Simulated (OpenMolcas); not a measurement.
**AlSiNH6O (SMILES O[SiH2][NH][AlH2]): levels of theory compared**

We compute a comparison of 6 runs (HF/STO-3G, HF/3-21G, HF/6-31G*, B3LYP/6-31G*, M06-L/6-31G*, r2SCAN/6-31G*) of AlSiNH6O. 

The calculation is run with OpenMolcas 26.06.

1 further run of the same task is left out (set aside as unsound or not needed).

## (1) Starting point

AlSiNH6O: 10 atoms, total charge 0, spin state singlet. As SMILES, `O[SiH2][NH][AlH2]`. The coordinates come from a PBE0-D4/def2-TZVP relaxation. This is one conformer, not always the lowest.

Bond lengths: O1–Si2 1.650 Å, Si2–N3 1.711 Å, N3–Al4 1.785 Å, O1–H5 0.958 Å, Si2–H6 1.486 Å, Si2–H7 1.491 Å, N3–H8 1.013 Å, Al4–H9 1.580 Å, Al4–H10 1.583 Å. Some angles: O1–Si2–N3 109.6°, Si2–N3–Al4 128.8°, O1–Si2–H6 111.3°, O1–Si2–H7 107.7°, N3–Si2–H6 106.5°, N3–Si2–H7 112.1°, Si2–O1–H5 117.1°, Si2–N3–H8 114.7°, Al4–N3–H8 116.5°, N3–Al4–H9 118.3°.

## (2) Energy and gradient at HF/STO-3G (run 1)

The input, geom.xyz:

```xyz
10

O     -1.817400    -0.693800    -1.056500
Si    -0.576600     0.373900    -0.851600
N      0.693300    -0.382300     0.009600
Al     1.233300    -0.094800     1.686300
H     -2.399800    -0.547900    -1.803100
H     -1.000200     1.543800    -0.039500
H     -0.142800     0.831300    -2.203200
H      1.159400    -1.127800    -0.493000
H      0.508400     1.030600     2.525200
H      2.425400    -0.984200     2.228700
```

The input, mol.input:

```
* AlH6NOSi Hartree-Fock

&gateway
 baslib
 $CurrDir
 coord
 geom.xyz
 basis
 STO-3G
 group
 NoSym

&seward

&scf
 thresholds
 1e-10 1e-07 1e-07 1e-05
 prorbitals
 0

&alaska
```

The basis set STO-3G is read from a file made from the Basis Set Exchange's data (not shown).

The run is started by

```console
export MOLCAS_MEM=1860
pymolcas mol.input > mol.log
```

Log:

```text
--- Start Module: gateway ---
[...]
--- Stop Module: gateway /rc=_RC_ALL_IS_WELL_ ---
[...]
      Basis functions           34
[...]
--- Start Module: scf ---
[...]
       Convergence after  11 Iterations
[...]
::    Total SCF energy                               -655.7434535252
[...]
      Total spin, S                                     0.0000000000
[...]
      Total electronic charge=   48.000000
      Total            charge=   -0.000000
[...]
      Dipole Moment (debye):
      Origin of the operator (angstrom)=   -0.0183   -0.0857    0.0563
                   X=  4.0080E-01               Y=  5.0888E-01               Z= -7.3193E-01           Total=  9.7741E-01
      Quadrupole Moment (debye*angstrom):
[...]
--- Stop Module: scf /rc=_RC_ALL_IS_WELL_ ---
--- Start Module: alaska ---
[...]
 *              Molecular gradients               *
 **************************************************
  Irreducible representation: a
 ------------------------------------------------------------------------------------------
                              X                       Y                       Z
 ------------------------------------------------------------------------------------------
  O1               -4.17986331165210E-03    2.38003304735290E-02   -3.02954219139886E-02
  SI2              -9.87256194020159E-03   -4.07574403964741E-02    1.72111248783322E-02
  N3               -6.22768290350617E-03   -1.14756807147369E-02   -3.63236522267494E-02
  AL4              -4.86301871230577E-03    1.40944586985869E-03   -7.73385960715522E-03
  H5                1.02121105009858E-02   -1.38026609827216E-02    2.36925502233518E-02
  H6               -6.61652364030330E-03    2.36082522271293E-02    1.91700038740636E-02
  H7                9.06138332800244E-03    7.33235335871751E-03   -2.89032742901325E-02
  H8               -1.44526832947145E-03    3.77328319130843E-03    3.39693782920403E-03
[...]
--- Stop Module: alaska /rc=_RC_ALL_IS_WELL_ ---
[...]
```

It took 2.8 s on 1 thread of AMD EPYC 7R43 (Zen 3), shared host; peak memory 0.37 GiB.

## (3) Energy and forces at HF/3-21G (run 2)

The input, test.inp:

```
&GATEWAY
BasLib=$CurrDir
Coord
10
angstrom
O       -1.817400      -0.693800      -1.056500
Si      -0.576600       0.373900      -0.851600
N        0.693300      -0.382300       0.009600
Al       1.233300      -0.094800       1.686300
H       -2.399800      -0.547900      -1.803100
H       -1.000200       1.543800      -0.039500
H       -0.142800       0.831300      -2.203200
H        1.159400      -1.127800      -0.493000
H        0.508400       1.030600       2.525200
H        2.425400      -0.984200       2.228700
Basis=3-21G
Group=NoSym
&SEWARD
&SCF
Thresholds=1e-10 1e-07 1e-07 1e-05
PrOrbitals=1 1
&ALASKA
```

The basis set 3-21G is read from a file made from the Basis Set Exchange's data (not shown).

The run is started by

```console
export MOLCAS_MEM=1860
pymolcas test.inp > test.log
```

Log:

```text
--- Start Module: gateway ---
[...]
--- Stop Module: gateway /rc=_RC_ALL_IS_WELL_ ---
[...]
      Basis functions           56
[...]
--- Start Module: scf ---
[...]
       Convergence after  12 Iterations
[...]
::    Total SCF energy                               -660.1540955470
[...]
      Total spin, S                                     0.0000000000
[...]
      Total electronic charge=   48.000000
      Total            charge=   -0.000000
[...]
      Dipole Moment (debye):
      Origin of the operator (angstrom)=   -0.0183   -0.0857    0.0563
                   X=  1.6891E-01               Y=  2.5094E-01               Z= -1.6941E+00           Total=  1.7209E+00
      Quadrupole Moment (debye*angstrom):
[...]
--- Stop Module: scf /rc=_RC_ALL_IS_WELL_ ---
[...]
--- Start Module: alaska ---
[...]
 *              Molecular gradients               *
 **************************************************
  Irreducible representation: a
 ------------------------------------------------------------------------------------------
                              X                       Y                       Z
 ------------------------------------------------------------------------------------------
  O1                1.54769122095377E-02    6.37578716407106E-03    9.34786755050310E-03
  SI2              -9.44851060620744E-03   -1.83885162731592E-02   -3.81148496288031E-03
  N3               -1.52068969364301E-02    6.79375564729146E-03   -5.42884512938035E-03
  AL4              -2.73375933416808E-04    2.09951303458045E-03    2.06130127387283E-03
  H5                1.07405250915393E-02    7.72932190291176E-03    2.16886546333006E-03
  H6               -6.98527247481762E-04   -1.91326269026959E-04    2.55764056304053E-03
  H7                3.14460308195486E-04   -9.24481750879336E-04    2.89607934675473E-04
  H8                9.11641457355117E-04   -2.47724099392155E-03   -2.24283956915183E-03
[...]
--- Stop Module: alaska /rc=_RC_ALL_IS_WELL_ ---
[...]
```

Run time: 4.5 s. Hardware: 1 thread of AMD EPYC 7R43 (Zen 3), shared host; peak memory 0.39 GiB.

Runs 3 to 5 aren't shown in full; the table further down has their settings and results.

## (4) Energy and gradient at r2SCAN/6-31G(d) (spherical functions) (run 6)

The input, mol.xyz:

```xyz
10

O     -1.817400    -0.693800    -1.056500
Si    -0.576600     0.373900    -0.851600
N      0.693300    -0.382300     0.009600
Al     1.233300    -0.094800     1.686300
H     -2.399800    -0.547900    -1.803100
H     -1.000200     1.543800    -0.039500
H     -0.142800     0.831300    -2.203200
H      1.159400    -1.127800    -0.493000
H      0.508400     1.030600     2.525200
H      2.425400    -0.984200     2.228700
```

The input, calc.input:

```
&GATEWAY
BasLib=$CurrDir
Coord=mol.xyz
Basis=6-31Gs
Group=NoSym
&SEWARD
GridInput
Grid=UltraFine
End of Grid
&SCF
KSDFT=2
1.0 MGGA_X_R2SCAN
1.0 MGGA_C_R2SCAN
Thresholds=1e-10 1e-07 1e-07 1e-05
PrOrbitals=1 1
&ALASKA
```

The basis set 6-31G* is read from a file made from the Basis Set Exchange's data (not shown).

The run is started by

```console
export MOLCAS_MEM=1860
pymolcas calc.input > calc.log
```

Log:

```text
--- Start Module: gateway ---
[...]
--- Stop Module: gateway /rc=_RC_ALL_IS_WELL_ ---
[...]
      Basis functions           76
[...]
--- Start Module: scf ---
[...]
       Convergence after  15 Iterations
[...]
::    Total KS-DFT energy                            -665.4174384939
[...]
      Total spin, S                                     0.0000000000
[...]
      Total electronic charge=   48.000000
      Total            charge=   -0.000000
[...]
      Dipole Moment (debye):
      Origin of the operator (angstrom)=   -0.0183   -0.0857    0.0563
                   X= -2.9295E-02               Y= -2.2101E-01               Z= -1.5951E+00           Total=  1.6106E+00
      Quadrupole Moment (debye*angstrom):
[...]
--- Stop Module: scf /rc=_RC_ALL_IS_WELL_ ---
[...]
--- Start Module: alaska ---
[...]
 *              Molecular gradients               *
 **************************************************
  Irreducible representation: a
 ------------------------------------------------------------------------------------------
                              X                       Y                       Z
 ------------------------------------------------------------------------------------------
  O1                2.36153244461867E-03    8.55220303269810E-03   -5.21065520553166E-03
  SI2               1.71936616406976E-03   -8.02369006355974E-03    2.37772392962299E-03
  N3               -2.18560338909590E-03    3.64689617844860E-04   -5.08414303369453E-04
  AL4              -9.84448206594379E-04   -1.06953265393617E-03   -4.72611797885847E-03
  H5                4.65569033375557E-03   -1.49232300428914E-03    6.26506132798177E-03
  H6               -1.11066968314821E-03   -1.15653667177806E-03   -6.29665618367969E-04
  H7               -1.23767578847600E-03   -1.03926744490246E-03    1.37140713368833E-03
  H8               -2.47599673378840E-03    3.92956061304206E-03    2.50830976735594E-03
[...]
--- Stop Module: alaska /rc=_RC_ALL_IS_WELL_ ---
[...]
```

It took 74 s on 1 thread of AMD EPYC 7R43 (Zen 3), shared host; peak memory 0.43 GiB.

## (5) The series

```tsv
run	level	integration grid	energy (Eh)	dipole moment (D)	HOMO energy (eV)	LUMO energy (eV)	wall time
1	HF/STO-3G	–	-655.743454	0.98	-7.59	9.61	2.8 s
2	HF/3-21G	–	-660.154096	1.72	-10.91	1.97	4.5 s
3	HF/6-31G* (spherical functions)	–	-663.709959	1.44	-11.11	1.85	12 s
4	B3LYP/6-31G* (spherical functions)	UltraFine	-665.587309	1.56	-7.53	-0.96	40 s
5	M06-L/6-31G* (spherical functions)	UltraFine	-665.526397	1.49	-6.64	-1.00	72 s
6	r2SCAN/6-31G* (spherical functions)	UltraFine	-665.417438	1.61	-6.76	-1.16	74 s
```

## (6) Outcome

| quantity | value |
| --- | --- |
| run 6: total energy | -665.41744 Eh |
| run 6: dipole moment | 1.61 D |
| run 6: HOMO energy | -6.76 eV |
| run 6: LUMO energy | -1.16 eV |
| run 6: HOMO–LUMO gap | 5.60 eV |
| run 6: largest force on an atom | 0.529 eV/Å |

In words: The dipole moment (its size) runs from 0.98 D (HF/STO-3G) to 1.72 D (HF/3-21G). The HOMO–LUMO gap runs from 5.60 eV (r2SCAN/6-31G*) to 17.20 eV (HF/STO-3G). The two ends differ in method and basis. Totals of different functionals can't be ranked against each other. In run 1 the basis is minimal, so the values are rough. All runs together took 3.4 min, the longest 74 s.
